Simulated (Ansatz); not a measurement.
## HfIn4SiO6 in Ansatz: the effect of Hubbard term

Crystal: HfIn4SiO6.

```
Hf In Si O
1.0
     5.27743    0.00000    0.00000
    -2.63872    4.57039    0.00000
     0.00000    0.00000   10.55905
Hf In Si O
1 4 1 6
Direct
  0.66667 0.33333 0.00000
  0.00000 0.00000 0.30446
  0.00000 0.00000 0.69554
  0.33333 0.66667 0.78919
  0.33333 0.66667 0.21081
  0.00000 0.00000 0.00000
  0.97300 0.70496 0.89972
  0.29504 0.02700 0.10028
  0.29504 0.26804 0.89972
  0.73196 0.70496 0.10028
  0.73196 0.02700 0.89972
  0.97300 0.26804 0.10028
```

The cell was built by a generator and needn't be a form met in nature.

Alike in all runs:

| Item | Value |
| --- | --- |
| Program | Ansatz 0.2.0 |
| Task | single point |
| Functional | PBE |
| Potentials or basis | all-electron LAPW, scalar-relativistic |
| Cutoff | 388 eV (chosen from the basis error) |
| Basis error allowed | 0.002 eV/atom |
| k mesh | 4 × 4 × 2 |
| Occupations | fermi-dirac, width 0.05 eV |
| Spin | no spin polarisation |

Task: One run gave: gap on the mesh 0.35 eV; pressure 0.0 GPa; largest force 0.01 eV/Å. Which Hubbard term did it use?
A. Hf d U = 6 eV
B. Hf d U = 3 eV
C. none

Result: C.

| Hubbard term | gap on the mesh (eV) | pressure (GPa) | largest force (eV/Å) |
| --- | --- | --- | --- |
| none | 0.35 | 0.0 | 0.01 |
| Hf d U = 3 eV | 0.36 | 0.5 | 0.19 |
| Hf d U = 6 eV | 0.36 | 1.1 | 0.41 |

Caveats: spin-orbit coupling is left out, which moves the levels of the heavy elements; U is the effective U less J, on atomic orbitals that reach past the spheres (some runs).

A k mesh can miss the band edges.

A gap of «none» marks a metal or a gap under the smearing width.
